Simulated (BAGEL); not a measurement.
# SiH2O2F2 (SMILES O[Si](O)(F)F): a chain of runs

We compute the energy (HF/def2-SVP), then the energy (NEVPT2(2,2)/def2-SVP), then the energy (CASPT2(2,2)/def2-SVP) of SiH2O2F2. 

The calculation is run with BAGEL 1.2.2.

2 further runs of the same task are left out: 2 set aside as unsound or not needed.

### 1 Starting point

SiH2O2F2: 7 atoms, total charge 0, spin state singlet. SMILES: `O[Si](O)(F)F`. The O1–Si2 distance was set to 2.575 Å, away from the relaxed value. At this shape a bond of the SMILES string is far longer than usual.

Bond lengths: Si2–O3 1.609 Å, Si2–F4 1.583 Å, Si2–F5 1.583 Å, O1–H6 0.957 Å, O3–H7 0.957 Å. Angles: O3–Si2–F4 110.1°, O3–Si2–F5 112.2°, F4–Si2–F5 104.9°, Si2–O3–H7 118.9°. A long bond or contact: O1–Si2 2.575 Å.

### 2 The energy at HF/def2-SVP (density fitting with svp-jkfit) (run 1)

The input, job.json:

```json
{ "bagel": [

{
  "title": "molecule",
  "basis": "svp",
  "df_basis": "svp-jkfit",
  "angstrom": false,
  "geometry": [
    { "atom": "O", "xyz": [ -3.38288566,  1.36238293,  2.89352030 ] },
    { "atom": "Si", "xyz": [ -0.02097596, -0.03420404, -0.33504844 ] },
    { "atom": "O", "xyz": [  2.49670616, -0.73056812,  1.22208588 ] },
    { "atom": "F", "xyz": [ -0.91368258, -2.38615718, -1.95322092 ] },
    { "atom": "F", "xyz": [  0.44975482,  2.13879203, -2.33589046 ] },
    { "atom": "H", "xyz": [ -4.71759922,  2.45558949,  2.34871225 ] },
    { "atom": "H", "xyz": [  3.68288724, -1.88689154,  0.49510824 ] }
  ]
},
{
  "title": "hf"
},
{
  "title": "print",
  "file": "orbitals.molden",
  "orbitals": true
}

]}
```

Started as:

```console
$ BAGEL_NUM_THREADS=1 BAGEL job.json > job.out
```

The log of the run:

```text
* using 1 threads per process

  ===============================================================
  ===============================================================

  *** Geometry ***

  { "atom" : "O", "xyz" : [     -3.382886,      1.362383,      2.893520 ] },
  { "atom" : "Si", "xyz" : [     -0.020976,     -0.034204,     -0.335048 ] },
  { "atom" : "O", "xyz" : [      2.496706,     -0.730568,      1.222086 ] },
  { "atom" : "F", "xyz" : [     -0.913683,     -2.386157,     -1.953221 ] },
  { "atom" : "F", "xyz" : [      0.449755,      2.138792,     -2.335890 ] },
  { "atom" : "H", "xyz" : [     -4.717599,      2.455589,      2.348712 ] },
  { "atom" : "H", "xyz" : [      3.682887,     -1.886892,      0.495108 ] },

  Number of auxiliary basis functions:      472

  Since a DF basis is specified, we compute 2- and 3-index integrals:
    o Being stored without compression. Storage requirement is 0.027 GB

  Number of basis functions:       84
  Number of electrons      :       50

    * METHOD: MOLECULE                             0.21

  *** RHF ***

  === Nuclear Repulsion ===
   244.2821655483

      * DIIS with orbital gradients will be used.

  === RHF iteration (svp) ===
      0       -637.87950501          0.02962650           0.07
      1       -638.05760302          0.02466407           0.07
      2       -638.36552798          0.00304430           0.07
      3       -638.37108828          0.00099634           0.07
      4       -638.37204781          0.00028540           0.07
      5       -638.37221032          0.00011859           0.07
      6       -638.37223375          0.00004016           0.07
      7       -638.37223602          0.00001200           0.07
      8       -638.37223620          0.00000480           0.07
      9       -638.37223623          0.00000259           0.07
     10       -638.37223624          0.00000064           0.07
     11       -638.37223625          0.00000029           0.07
     12       -638.37223625          0.00000015           0.07
     13       -638.37223625          0.00000007           0.07
     14       -638.37223625          0.00000003           0.07
     15       -638.37223625          0.00000002           0.07
     16       -638.37223625          0.00000001           0.07
     17       -638.37223625          0.00000000           0.07
    * SCF iteration converged.

    * Permanent dipole moment:
           (   -0.924730,     0.433709,     0.873438) a.u.

    * METHOD: HF                                   1.39

    * METHOD: PRINT                                0.02

  ===============================================================
```

Run time: 1.8 s. Hardware: 1 thread of Arm Neoverse V1, shared host; peak memory 0.15 GiB.

### 3 The energy at NEVPT2(2,2)/def2-SVP (density fitting with svp-jkfit) (run 2)

The input, calc.json:

```json
{ "bagel": [

{
  "title": "molecule",
  "basis": "svp",
  "df_basis": "svp-jkfit",
  "geometry": [
    { "atom": "O", "xyz": [    -3.38288566,     1.36238293,     2.89352030 ] },
    { "atom": "Si", "xyz": [    -0.02097596,    -0.03420404,    -0.33504844 ] },
    { "atom": "O", "xyz": [     2.49670616,    -0.73056812,     1.22208588 ] },
    { "atom": "F", "xyz": [    -0.91368258,    -2.38615718,    -1.95322092 ] },
    { "atom": "F", "xyz": [     0.44975482,     2.13879203,    -2.33589046 ] },
    { "atom": "H", "xyz": [    -4.71759922,     2.45558949,     2.34871225 ] },
    { "atom": "H", "xyz": [     3.68288724,    -1.88689154,     0.49510824 ] }
  ]
},

{ "title": "hf" },

{ "title": "casscf", "nstate": 1, "nact": 2, "nclosed": 24, "active": [25, 26], "maxiter": 200, "natocc": "true" },

{ "title": "nevpt2", "nstate": 1, "nact": 2, "nclosed": 24, "active": [25, 26], "maxiter": 200, "natocc": "true", "ncore": 9 },

{ "title": "print", "file": "orbitals.molden", "orbitals": "true" }

]}
```

Started as:

```console
$ BAGEL_NUM_THREADS=1 BAGEL calc.json > calc.out
```

The log of the run:

```text
* using 1 threads per process

  ===============================================================
  ===============================================================

  *** Geometry ***

  { "atom" : "O", "xyz" : [     -3.382886,      1.362383,      2.893520 ] },
  { "atom" : "Si", "xyz" : [     -0.020976,     -0.034204,     -0.335048 ] },
  { "atom" : "O", "xyz" : [      2.496706,     -0.730568,      1.222086 ] },
  { "atom" : "F", "xyz" : [     -0.913683,     -2.386157,     -1.953221 ] },
  { "atom" : "F", "xyz" : [      0.449755,      2.138792,     -2.335890 ] },
  { "atom" : "H", "xyz" : [     -4.717599,      2.455589,      2.348712 ] },
  { "atom" : "H", "xyz" : [      3.682887,     -1.886892,      0.495108 ] },

  Number of auxiliary basis functions:      472

[... 21 lines left out ...]
    * SCF iteration converged.
[... 1 line left out ...]
    * Permanent dipole moment:
[... 27 lines left out ...]
    * Second-order optimization converged. *
[... 1 line left out ...]
     guess   0:   closed 1.                   open ..

  === FCI iteration ===

      0  0      -638.36295649     9.57e-02      0.00
      1  0      -638.42287586     2.53e-02      0.00
      2  0 *    -638.42909259     4.10e-16      0.00

     * ci vector, state   0, <S^2> = 0.0000
       2.     0.9434633494
       .2    -0.3314768595

    * METHOD: CASSCF                               6.90

    * freezing 9 orbitals

  === DF-NEVPT2 calculation ===

    * 3-index integral transformation done
    * assembly done

      NEVPT2 correlation energy:   -0.7971970406      0.21

          (+0)     -0.6985717415
          (+0)'    -0.0271490041
          (+1)     -0.0232221714
          (+1)'    -0.0000000000
          (+2)     -0.0005923302
          (-1)     -0.0454586747
          (-1)'     0.0000000000
          (-2)     -0.0022031187

      NEVPT2 total energy:       -639.2262896285

    * METHOD: NEVPT2                               0.35

    * METHOD: PRINT                                0.02

  ===============================================================
```

Run time: 9 s. Hardware: 1 thread of Arm Neoverse V1, shared host; peak memory 0.15 GiB.

### 4 The energy at CASPT2(2,2)/def2-SVP (density fitting with svp-jkfit) (run 3)

The input, input.json:

```json
{ "bagel": [

{
  "title": "molecule",
  "basis": "svp",
  "df_basis": "svp-jkfit",
  "angstrom": false,
  "geometry": [
    { "atom": "O", "xyz": [    -3.38288566,     1.36238293,     2.89352030 ] },
    { "atom": "Si", "xyz": [    -0.02097596,    -0.03420404,    -0.33504844 ] },
    { "atom": "O", "xyz": [     2.49670616,    -0.73056812,     1.22208588 ] },
    { "atom": "F", "xyz": [    -0.91368258,    -2.38615718,    -1.95322092 ] },
    { "atom": "F", "xyz": [     0.44975482,     2.13879203,    -2.33589046 ] },
    { "atom": "H", "xyz": [    -4.71759922,     2.45558949,     2.34871225 ] },
    { "atom": "H", "xyz": [     3.68288724,    -1.88689154,     0.49510824 ] }
  ]
},

{
  "title": "hf"
},

{
  "title": "casscf",
  "nstate": 1,
  "nact": 2,
  "nclosed": 24,
  "active": [25, 26],
  "maxiter": 200,
  "natocc": true
},

{
  "title": "print",
  "file": "orbitals.molden",
  "orbitals": true
},

{
  "title": "smith",
  "method": "caspt2",
  "ms": true,
  "xms": true,
  "sssr": true,
  "shift": 0.2,
  "shift_imag": true,
  "ncore": 9
}

]}
```

Started as:

```console
$ BAGEL_NUM_THREADS=1 BAGEL input.json > input.out
```

The log of the run:

```text
* using 1 threads per process

  ===============================================================
  ===============================================================

  *** Geometry ***

  { "atom" : "O", "xyz" : [     -3.382886,      1.362383,      2.893520 ] },
  { "atom" : "Si", "xyz" : [     -0.020976,     -0.034204,     -0.335048 ] },
  { "atom" : "O", "xyz" : [      2.496706,     -0.730568,      1.222086 ] },
  { "atom" : "F", "xyz" : [     -0.913683,     -2.386157,     -1.953221 ] },
  { "atom" : "F", "xyz" : [      0.449755,      2.138792,     -2.335890 ] },
  { "atom" : "H", "xyz" : [     -4.717599,      2.455589,      2.348712 ] },
  { "atom" : "H", "xyz" : [      3.682887,     -1.886892,      0.495108 ] },

  Number of auxiliary basis functions:      472

[... 21 lines left out ...]
    * SCF iteration converged.
[... 1 line left out ...]
    * Permanent dipole moment:
[... 27 lines left out ...]
    * Second-order optimization converged. *
[... 9 lines left out ...]
     * ci vector, state   0, <S^2> = 0.0000
[... 16 lines left out ...]
    * Zeroth order energy : state  0       -0.6910743409
[... 4 lines left out ...]
       #      aibj      arbs      arbi      airj      risj      airs      arst      rist         Etot      error   time
[... 2 lines left out ...]
       0  -0.69772  -0.00263  -0.04661  -0.02499  -0.00081  -0.02618  -0.00000  -0.00000   -0.7989470  0.0010574   0.12
       1  -0.69780  -0.00264  -0.04673  -0.02511  -0.00083  -0.02641  -0.00000   0.00000   -0.7995336  0.0001098   0.10
       2  -0.69780  -0.00264  -0.04672  -0.02512  -0.00083  -0.02642  -0.00000  -0.00000   -0.7995415  0.0000153   0.10
       3  -0.69781  -0.00264  -0.04672  -0.02511  -0.00083  -0.02642  -0.00000  -0.00000   -0.7995416  0.0000026   0.11
       4  -0.69781  -0.00264  -0.04672  -0.02511  -0.00083  -0.02642  -0.00000  -0.00000   -0.7995416  0.0000004   0.11

      ------------------------------------------------------------------------------------------------------------------

    * CASPT2 energy : state  0     -639.2309090613
        w/o shift correction       -639.2286342327
        reference weight              0.8377988024

    * METHOD: SMITH                                0.82

  ===============================================================
```

Wall time 9.6 s (1 thread of Arm Neoverse V1, shared host); peak memory 0.23 GiB.

### 5 Outcome

| quantity | value |
| --- | --- |
| run 1, HF/def2-SVP: total energy | -638.37224 Eh |
| run 1, HF/def2-SVP: dipole moment | 3.42 D |
| run 1, HF/def2-SVP: HOMO energy | -11.14 eV |
| run 1, HF/def2-SVP: LUMO energy | 0.86 eV |
| run 1, HF/def2-SVP: HOMO–LUMO gap | 12.01 eV |
| run 2, NEVPT2(2,2)/def2-SVP: total energy | -639.22629 Eh |
| run 3, CASPT2(2,2)/def2-SVP: total energy | -639.23091 Eh |
